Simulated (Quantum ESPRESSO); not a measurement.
# NbTe (Pm-3m) in Quantum ESPRESSO: a series of runs

Aim: see how the results for NbTe move with the level of theory and the settings. Levels: PBE, PBE+D2, PBE+D3(BJ), rPW86PBE+rVV10, rev-vdW-DF2. Tasks: phonons.

Everything below comes from runs of Quantum ESPRESSO 7.5. Logs are shortened: lines on timing, memory, paths and dates and some standing lists are left out, and cuts for length are marked.

### Step 1. The structure

It takes space group Pm-3m (No. 221, cubic). The conventional cell has a = 3.426 Å, b = 3.426 Å, c = 3.426 Å, α = 90.00°, β = 90.00°, γ = 90.00°. Nb (site symmetry m-3m) is surrounded by 8 Te at 2.97 Å. Around Te (site symmetry m-3m) lie 8 Nb at 2.97 Å.

The cell was built by a generator and needn't be a form met in nature.

### Step 2. Phonons, PBE

pw.in

```
&CONTROL
  calculation = 'scf'
  prefix = 'pwscf'
  outdir = './tmp'
  pseudo_dir = './pseudo'
  tprnfor = .true.
  tstress = .true.
  disk_io = 'low'
/
&SYSTEM
  ibrav = 0
  nat = 2
  ntyp = 2
  ecutwfc = 45
  ecutrho = 360
  nbnd = 16
  occupations = 'smearing'
  smearing = 'mv'
  degauss = 0.01469973
/
&ELECTRONS
  conv_thr = 4d-10
  electron_maxstep = 120
  mixing_beta = 0.5
/
ATOMIC_SPECIES
Nb    92.9064 nb_pbe_v1.uspp.F.UPF
Te   127.6000 te_pbe_v1.uspp.F.UPF
CELL_PARAMETERS bohr
   6.4736347851    0.0000000000    0.0000000000
   0.0000000000    6.4736347851    0.0000000000
   0.0000000000    0.0000000000    6.4736347851
ATOMIC_POSITIONS bohr
Nb     3.2368173926    3.2368173926    3.2368173926
Te     0.0000000000    0.0000000000    0.0000000000
K_POINTS automatic
8 8 8 0 0 0
```

relax.in

```
&CONTROL
  calculation = 'vc-relax'
  prefix = 'pwscf'
  outdir = './tmp'
  pseudo_dir = './pseudo'
  tprnfor = .true.
  tstress = .true.
  disk_io = 'low'
  nstep = 40
  forc_conv_thr = 0.0001
  etot_conv_thr = 1d-06
/
&SYSTEM
  ibrav = 0
  nat = 2
  ntyp = 2
  ecutwfc = 45
  ecutrho = 360
  nbnd = 16
  occupations = 'smearing'
  smearing = 'mv'
  degauss = 0.01469973
/
&ELECTRONS
  conv_thr = 4d-10
  electron_maxstep = 120
  mixing_beta = 0.5
/
&IONS
  ion_dynamics = 'bfgs'
/
&CELL
  cell_dynamics = 'bfgs'
  press = 0
  press_conv_thr = 0.2
/
ATOMIC_SPECIES
Nb    92.9064 nb_pbe_v1.uspp.F.UPF
Te   127.6000 te_pbe_v1.uspp.F.UPF
CELL_PARAMETERS bohr
   6.4736347851    0.0000000000    0.0000000000
   0.0000000000    6.4736347851    0.0000000000
   0.0000000000    0.0000000000    6.4736347851
ATOMIC_POSITIONS bohr
Nb     3.2368173926    3.2368173926    3.2368173926
Te     0.0000000000    0.0000000000    0.0000000000
K_POINTS automatic
8 8 8 0 0 0
```

scf2.in

```
&CONTROL
  calculation = 'scf'
  prefix = 'pwscf'
  outdir = './tmp'
  pseudo_dir = './pseudo'
  tprnfor = .true.
  tstress = .true.
  disk_io = 'low'
/
&SYSTEM
  ibrav = 0
  nat = 2
  ntyp = 2
  ecutwfc = 45
  ecutrho = 360
  nbnd = 16
  occupations = 'smearing'
  smearing = 'mv'
  degauss = 0.01469973
/
&ELECTRONS
  conv_thr = 1d-13
  electron_maxstep = 120
  mixing_beta = 0.5
  startingpot = 'file'
  startingwfc = 'file'
/
ATOMIC_SPECIES
Nb    92.9064 nb_pbe_v1.uspp.F.UPF
Te   127.6000 te_pbe_v1.uspp.F.UPF
CELL_PARAMETERS bohr
   6.4887011186    0.0000000000    0.0000000000
   0.0000000000    6.4887011186    0.0000000000
   0.0000000000    0.0000000000    6.4887011186
ATOMIC_POSITIONS bohr
Nb     3.2443505593    3.2443505593    3.2443505593
Te     0.0000000000    0.0000000000    0.0000000000
K_POINTS automatic
8 8 8 0 0 0
```

ph.in

```
phonons of NbTe
&INPUTPH
  prefix = 'pwscf'
  outdir = './tmp'
  tr2_ph = 1d-18
  fildyn = 'dyn'
  niter_ph = 90
  alpha_mix(1) = 0.4
/
0.0000000000 0.0000000000 0.0000000000
```

dynmat.in

```
&INPUT
  fildyn = 'dyn'
  asr = 'crystal'
  filout = 'dynmat.disp'
  fileig = 'dynmat.eig'
/
```

Potentials or basis: GBRV 1.5 PBE.

The run is started by

```
> OMP_NUM_THREADS=1 pw.x -in pw.in > pw.out
> OMP_NUM_THREADS=1 pw.x -in relax.in > relax.out
> OMP_NUM_THREADS=1 pw.x -in scf2.in > scf2.out
> OMP_NUM_THREADS=1 ph.x -in ph.in > ph.out
> OMP_NUM_THREADS=1 dynmat.x -in dynmat.in > dynmat.out
```

pw.out:

```text
This program is part of the open-source Quantum ESPRESSO suite
     for quantum simulation of materials; please cite
[... 9 lines left out ...]
     --------------------
     sticks:   dense  smooth     PW     G-vecs:    dense   smooth      PW
     Sum        1201     593    185                31439    11067    1935

     Using Slab Decomposition

     bravais-lattice index     =            0
     lattice parameter (alat)  =       6.4736  a.u.
     unit-cell volume          =     271.2967 (a.u.)^3
     number of atoms/cell      =            2
     number of atomic types    =            2
     number of electrons       =        19.00
     number of Kohn-Sham states=           16
     kinetic-energy cutoff     =      45.0000  Ry
     charge density cutoff     =     360.0000  Ry
     scf convergence threshold =      4.0E-10
     mixing beta               =       0.5000
     number of iterations used =            8  plain     mixing
     Exchange-correlation= SLA  PW   PBE  PBE
                           (   1   4   3   4   0   0   0)

     celldm(1)=   6.473635  celldm(2)=   0.000000  celldm(3)=   0.000000
     celldm(4)=   0.000000  celldm(5)=   0.000000  celldm(6)=   0.000000

     crystal axes: (cart. coord. in units of alat)
               a(1) = (   1.000000   0.000000   0.000000 )
               a(2) = (   0.000000   1.000000   0.000000 )
               a(3) = (   0.000000   0.000000   1.000000 )

     reciprocal axes: (cart. coord. in units 2 pi/alat)
               b(1) = (  1.000000  0.000000  0.000000 )
               b(2) = (  0.000000  1.000000  0.000000 )
               b(3) = (  0.000000  0.000000  1.000000 )

     PseudoPot. # 1 for Nb read from file:
     nb_pbe_v1.uspp.F.UPF
     Pseudo is Ultrasoft + core correction, Zval = 13.0
     Generated by new atomic code, or converted to UPF format
     Using radial grid of  887 points,  6 beta functions with:
                l(1) =   0
                l(2) =   0
                l(3) =   1
                l(4) =   1
                l(5) =   2
                l(6) =   2
     Q(r) pseudized with  6 coefficients,  rinner =    1.000   1.000   1.000
                                                       1.000   1.000

     PseudoPot. # 2 for Te read from file:
     te_pbe_v1.uspp.F.UPF
     Pseudo is Ultrasoft + core correction, Zval =  6.0
     Generated by new atomic code, or converted to UPF format
     Using radial grid of  891 points,  5 beta functions with:
                l(1) =   0
                l(2) =   0
                l(3) =   1
                l(4) =   1
                l(5) =   2
     Q(r) pseudized with  6 coefficients,  rinner =    1.800   1.800   1.800
                                                       1.800   1.800

     atomic species   valence    mass     pseudopotential
     Nb               13.00    92.90640     Nb( 1.00)
     Te                6.00   127.60000     Te( 1.00)

     48 Sym. Ops., with inversion, found

   Cartesian axes

     site n.     atom                  positions (alat units)
         1        Nb     tau(   1) = (   0.5000000   0.5000000   0.5000000  )
         2        Te     tau(   2) = (   0.0000000   0.0000000   0.0000000  )

     number of k points=    35  Marzari-Vanderbilt smearing, width (Ry)=  0.0147
                       cart. coord. in units 2pi/alat
        k(    1) = (   0.0000000   0.0000000   0.0000000), wk =   0.0039062
        k(    2) = (   0.0000000   0.0000000   0.1250000), wk =   0.0234375
        k(    3) = (   0.0000000   0.0000000   0.2500000), wk =   0.0234375
        k(    4) = (   0.0000000   0.0000000   0.3750000), wk =   0.0234375
        k(    5) = (   0.0000000   0.0000000  -0.5000000), wk =   0.0117188
        k(    6) = (   0.0000000   0.1250000   0.1250000), wk =   0.0468750
[... 27 lines left out ...]
        k(   34) = (   0.3750000  -0.5000000  -0.5000000), wk =   0.0234375
        k(   35) = (  -0.5000000  -0.5000000  -0.5000000), wk =   0.0039062

     Dense  grid:    31439 G-vectors     FFT dimensions: (  40,  40,  40)

     Smooth grid:    11067 G-vectors     FFT dimensions: (  27,  27,  27)

     Initial potential from superposition of free atoms

     starting charge      18.9971, renormalised to      19.0000
     Starting wfcs are   17 randomized atomic wfcs

     Self-consistent Calculation

     iteration #  1     ecut=    45.00 Ry     beta= 0.50
     Davidson diagonalization with overlap
     ethr =  1.00E-02,  avg # of iterations =  3.9

     Threshold (ethr) on eigenvalues was too large:
     Diagonalizing with lowered threshold

     Davidson diagonalization with overlap
     ethr =  5.98E-04,  avg # of iterations =  1.2

     total energy              =    -144.40125684 Ry
     estimated scf accuracy    <       0.11864634 Ry
[... 50 lines left out ...]
     iteration #  9     ecut=    45.00 Ry     beta= 0.50
     Davidson diagonalization with overlap
     ethr =  3.15E-12,  avg # of iterations =  2.8

     End of self-consistent calculation

          k = 0.0000 0.0000 0.0000 (  1357 PWs)   bands (ev):

   -40.1310 -16.1457 -16.1457 -16.1457   0.7687  12.4537  12.4537  13.9815
    13.9815  13.9815  16.2000  16.2000  16.2000  18.7042  23.3808  23.3808
[... 63 lines left out ...]
   -40.1083 -16.3156 -16.2838 -16.1117   2.9777   9.0934   9.9681  12.9900
    13.9659  14.9417  16.5858  16.7668  17.4354  19.1322  22.8969  24.9563

          k = 0.0000-0.5000-0.5000 (  1372 PWs)   bands (ev):

   -40.1065 -16.3105 -16.3105 -16.1093   3.0772   9.6234   9.6234  12.4875
    14.7513  14.7513  15.7588  16.3345  17.6496  19.1883  24.0520  24.0520

          k = 0.1250 0.1250 0.1250 (  1367 PWs)   bands (ev):
[... 41 lines left out ...]
   -40.1066 -16.3113 -16.2799 -16.1375   3.1311   9.0812   9.8117  13.2434
    13.3788  15.0111  15.2959  17.5392  18.4947  19.2738  22.9663  23.7372

          k = 0.1250-0.5000-0.5000 (  1396 PWs)   bands (ev):

   -40.1048 -16.3063 -16.3063 -16.1349   3.2498   9.4715   9.4715  12.8645
    13.6121  15.0182  15.0182  17.6650  18.1155  19.1924  23.4523  23.4523

          k = 0.2500 0.2500 0.2500 (  1394 PWs)   bands (ev):
[... 21 lines left out ...]
   -40.1025 -16.3006 -16.2702 -16.1992   3.5594   9.0107   9.4611  11.5847
    14.0521  15.2340  15.5531  17.7580  19.5475  19.6314  21.8292  22.2059

          k = 0.2500-0.5000-0.5000 (  1400 PWs)   bands (ev):

   -40.1007 -16.2959 -16.2959 -16.1960   3.7416   9.1402   9.1402  11.3336
    13.9488  15.7120  15.7120  17.7026  19.1369  19.3324  22.1205  22.1205

          k = 0.3750 0.3750 0.3750 (  1397 PWs)   bands (ev):
[... 6 lines left out ...]
   -40.0983 -16.2900 -16.2622 -16.2586   4.1201   8.8997   9.0923  10.0571
    15.2623  15.6389  16.2193  17.9303  19.5570  19.9161  20.5615  21.1213

          k = 0.3750-0.5000-0.5000 (  1380 PWs)   bands (ev):

   -40.0966 -16.2855 -16.2855 -16.2564   4.4242   8.8461   8.8461   9.5226
    15.5794  16.5965  16.5965  17.7408  18.7392  19.8651  20.7275  20.7275

          k =-0.5000-0.5000-0.5000 (  1376 PWs)   bands (ev):

   -40.0949 -16.2812 -16.2812 -16.2812   4.8306   8.7326   8.7326   8.7326
    17.1267  17.1267  17.1267  17.7568  17.7568  20.0104  20.0104  20.0104

     the Fermi energy is    15.1729 ev

!    total energy              =    -144.43764826 Ry
     estimated scf accuracy    <          7.7E-11 Ry
     smearing contrib. (-TS)   =      -0.00060628 Ry
     internal energy E=F+TS    =    -144.43704198 Ry

     The total energy is F=E-TS. E is the sum of the following terms:
     one-electron contribution =     -24.01963592 Ry
     hartree contribution      =      21.78463568 Ry
     xc contribution           =     -33.02875376 Ry
     ewald contribution        =    -109.17328797 Ry

     convergence has been achieved in   9 iterations

     Forces acting on atoms (cartesian axes, Ry/au):

     atom    1 type  1   force =     0.00000000    0.00000000    0.00000000
     atom    2 type  2   force =     0.00000000    0.00000000    0.00000000

     Total force =     0.000000     Total SCF correction =     0.000000

     Computing stress (Cartesian axis) and pressure

          total   stress  (Ry/bohr**3)                   (kbar)     P=        9.46
   0.00006429   0.00000000   0.00000000            9.46        0.00        0.00
   0.00000000   0.00006429   0.00000000            0.00        9.46        0.00
   0.00000000   0.00000000   0.00006429            0.00        0.00        9.46

=------------------------------------------------------------------------------=
   JOB DONE.
=------------------------------------------------------------------------------=
```

scf2.out:

```text
This program is part of the open-source Quantum ESPRESSO suite
     for quantum simulation of materials; please cite
[... 9 lines left out ...]
     --------------------
     sticks:   dense  smooth     PW     G-vecs:    dense   smooth      PW
     Sum        1201     593    185                31439    11067    1935
[... 337 lines left out ...]
   0.00000004   0.00000000   0.00000000            0.01        0.00        0.00
   0.00000000   0.00000004   0.00000000            0.00        0.01        0.00
   0.00000000   0.00000000   0.00000004            0.00        0.00        0.01

=------------------------------------------------------------------------------=
   JOB DONE.
=------------------------------------------------------------------------------=
```

Wall time 4.5 min (1 thread of Arm Neoverse V1, shared host); peak memory 0.15 GiB.

What came out:

| Item | Value |
| --- | --- |
| Free energy | -1965.1754 eV |
| Relaxed volume | 20.24 Å³/atom |
| Relaxed cell | a = 3.434 Å, b = 3.434 Å, c = 3.434 Å, α = 90.00°, β = 90.00°, γ = 90.00° |
| Space group after relaxing (to 0.05 Å) | Pm-3m (No. 221) |
| Pressure after relaxing | 0.0 GPa |
| Band gap on the k mesh | none (metal or under the smearing width) |
| Highest phonon frequency at Γ | 135 cm⁻¹ |

The path:
```tsv
step	energy change (eV)	largest force (eV/Å)	pressure (GPa)	volume (Å³)
1	0.0000	0.0000	0.95	40.20
2	-0.0007	0.0000	0.29	40.40
3	-0.0008	0.0000	0.00	40.48
4	-0.0008	0.0000	0.00	40.48
```

Final structure:
```xyz
2
Lattice="3.4337 0.0000 0.0000 0.0000 3.4337 0.0000 0.0000 0.0000 3.4337" Properties=species:S:1:pos:R:3 pbc="T T T"
Nb    1.7168    1.7168    1.7168
Te    0.0000    0.0000    0.0000
```

Levels at points of the mesh, in eV from the Fermi level:
```
              k point  band 6  band 7  band 8  band 9  band 10  band 11  band 12  band 13  band 14  band 15
   (0.00, 0.00, 0.00)   -2.69   -2.69   -1.20   -1.20    -1.20     1.02     1.02     1.02     3.45     8.17
  (0.00, 0.00, -0.50)   -7.78   -2.76   -2.76   -1.80     1.29     2.24     4.42     4.71     4.71     5.34
 (0.00, -0.50, -0.50)   -5.52   -5.52   -2.67   -0.42    -0.42     0.57     1.13     2.45     3.97     8.84
(-0.50, -0.50, -0.50)   -6.40   -6.40   -6.40    1.94     1.94     1.94     2.55     2.55     4.78     4.78
```

Phonon frequencies in cm⁻¹ (negative: imaginary):
```tsv
q point	frequencies
(0.000, 0.000, 0.000)	1 1 1 135 135 135
```

Optical modes at Γ, degenerate ones joined:
```csv
cm⁻¹,components,symmetry,active in
135,3,T1u,IR
```

Caveat: the mesh is thin for the phonons of a metal.

(Part 1 of 3 ends here.)
